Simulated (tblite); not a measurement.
# C5H12S2Si: the cost of one run

The runs use tblite 0.8.0 and PySCF 2.14.0, with density-fitted response routines of our own; the level of theory stands in each step. All values are computed, except where a source is named. Atoms are numbered from 0 throughout.

## (1) The molecule as given

20 atoms, charge 0, multiplicity 1; geometry from: force field or distance geometry start.

Bonds of the start (Å): C0–S1 1.80, S1–C2 1.84, C2–C3 1.51, C3–C4 1.49, C3–Si5 1.86, Si5–S6 2.14, S6–C7 1.82, Si5–C2 1.84, C0–H8 1.11, C0–H9 1.12, C0–H10 1.12, C2–H11 1.11, C3–H12 1.12, C4–H13 1.10, C4–H14 1.11, C4–H15 1.11, Si5–H16 1.46, C7–H17 1.09, C7–H18 1.11, C7–H19 1.10.

## (2) Relaxing the molecule with GFN2-xTB

The job: settings as JSON, then the geometry in Å.

```
{"job": {"kind": "relax", "xc": "GFN2-xTB", "basis": "xTB"}, "charge": 0, "multiplicity": 1}
C     -3.227300    -1.505000    -1.085000
S     -1.970300    -0.251400    -1.398100
C     -0.848800    -0.294400     0.063100
C     -0.406500     1.018800     0.652600
C     -0.787400     2.318000     0.034300
Si     0.927500     0.087600    -0.246300
S      2.292100    -1.070800     0.920300
C      4.010900    -0.894400     0.359800
H     -2.776900    -2.518100    -1.187000
H     -3.692400    -1.437400    -0.073700
H     -3.988700    -1.412300    -1.901500
H     -1.033100    -1.118700     0.783900
H     -0.394000     1.040500     1.770900
H     -1.514400     2.829500     0.680100
H     -1.126400     2.240600    -1.016400
H      0.119700     2.954400     0.030500
H      1.333600     0.576700    -1.563000
H      4.594600    -0.294400     1.054100
H      4.008000    -0.363800    -0.611400
H      4.474700    -1.894900     0.320000
```

Launch:

```console
$ OMP_NUM_THREADS=1 python probes_run.py task.json out
```

This one command runs all jobs of the session in turn.

Q: Estimate the wall time and peak memory of this first job on 1 thread of AMD EPYC 9R45, shared host.

About 1.2 s, with a peak of 0.18 GiB.
